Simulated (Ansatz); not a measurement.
A nudged elastic band was laid between two geometries of a periodic cell of 17 atoms, AlSi16 (host Si, host structure diamond, interstitial Al).

Theory: Ansatz, DFT LDA, scalar-relativistic, plane waves, PAW. Settings: PAW set soft_1, cutoff 420 eV, k mesh 2x2x2, gaussian smearing 0.05 eV, spin collinear.

* movable images: 1
* climbing image: yes
* spring: 5.0 eV/Å²
* optimiser: quadratic models (default)
* start path: default
* force threshold: 0.05 eV/Å
* iteration limit: 50
* end points: relaxed

Initial state:

```xyz
17
Lattice="0.0000 5.4300 5.4300 5.4300 0.0000 5.4300 5.4300 5.4300 0.0000" Properties=species:S:1:pos:R:3
Si 0.008 -0.007 -0.011
Si 1.339 1.363 1.359
Si 2.665 2.766 -0.046
Si 4.069 4.092 1.359
Si 2.666 -0.042 2.762
Si 4.068 1.363 4.089
Si 5.474 2.766 2.763
Si 6.783 4.079 4.074
Si 0.010 2.734 2.730
Si 1.352 4.080 4.075
Si 2.698 5.422 2.730
Si 4.069 6.793 4.058
Si 2.697 2.735 5.417
Si 4.069 4.062 6.789
Si 5.472 5.389 5.386
Si 6.800 6.793 6.788
Al 4.069 6.793 6.789
```

Final state:

```xyz
17
Lattice="0.0000 5.4300 5.4300 5.4300 0.0000 5.4300 5.4300 5.4300 0.0000" Properties=species:S:1:pos:R:3
Si 0.002 -0.001 0.001
Si 1.312 1.311 1.312
Si 2.716 2.714 -0.014
Si 4.119 4.118 1.312
Si 2.716 -0.015 2.716
Si 4.120 1.310 4.120
Si 5.445 2.714 2.716
Si 6.774 4.086 4.088
Si -0.014 2.714 2.716
Si 1.312 4.118 4.119
Si 2.716 5.444 2.716
Si 4.089 6.771 4.089
Si 2.716 2.714 5.445
Si 4.088 4.087 6.773
Si 5.432 5.429 5.432
Si 6.774 6.772 6.774
Al 2.716 8.144 8.146
```

Q: What changes between the two ends?

A: Contacts lost: Si15–Al17. Contacts made: Si10–Al17. The atom that moves furthest is Al17, by 2.34 Å; four of its nearest neighbours are Si15 2.43, Si5 2.43, Si7 2.43, Si3 2.43 Å at the first end and Si2 2.43, Si10 2.43, Si4 2.43, Si6 2.43 Å at the last.

Q: What energy profile does the band end with?

A: It converged. The highest image is number 1 of 0 to 2, 0.76 eV above the ends, which have the same energy within 2 meV. The order of the stationary point at the top wasn't checked. So few images can step over the top or miss a turn of the path. Limits of this set-up: coarse k mesh, PAW files made for another functional, a small cell, in which the defect meets its images.

| image | path coordinate (Å) | energy (eV) | Si15–Al17 (Å) | Si10–Al17 (Å) |
| --- | --- | --- | --- | --- |
| 0 | 0.00 | 0.00 | 2.43 | 4.70 |
| 1 | 1.41 | 0.76 | 3.19 | 3.19 |
| 2 | 2.81 | 0.00 | 4.70 | 2.43 |

Q: What is the geometry of the highest image?

A: 
```xyz
17
Lattice="0.0000 5.4300 5.4300 5.4300 0.0000 5.4300 5.4300 5.4300 0.0000" Properties=species:S:1:pos:R:3:forces:R:3
Si 0.193 -0.192 -0.194 0.00 0.00 0.00
Si 1.241 1.262 1.261 0.01 0.00 0.00
Si 2.616 2.815 -0.114 0.00 0.00 0.01
Si 4.169 4.190 1.261 0.00 -0.01 0.00
Si 2.616 -0.113 2.814 0.00 0.01 0.00
Si 4.169 1.262 4.189 0.00 0.00 -0.01
Si 5.544 2.815 2.814 -0.01 0.00 0.00
Si 6.591 4.269 4.268 0.00 0.00 0.00
Si -0.012 2.659 2.658 0.00 0.00 0.00
Si 1.553 3.878 3.877 0.00 0.00 0.00
Si 2.772 5.443 2.658 0.00 0.00 0.00
Si 4.013 6.848 4.063 0.00 0.00 0.00
Si 2.772 2.659 5.442 0.00 0.00 0.00
Si 4.013 4.064 6.847 0.00 0.00 0.00
Si 5.232 5.629 5.628 0.00 0.00 0.00
Si 6.797 6.848 6.847 0.00 0.00 0.00
Al 3.392 7.469 7.467 0.00 0.00 0.00
```

The run took 28 s on 2 threads of Arm Neoverse V1, on a shared host, peak memory 0.79 GiB.
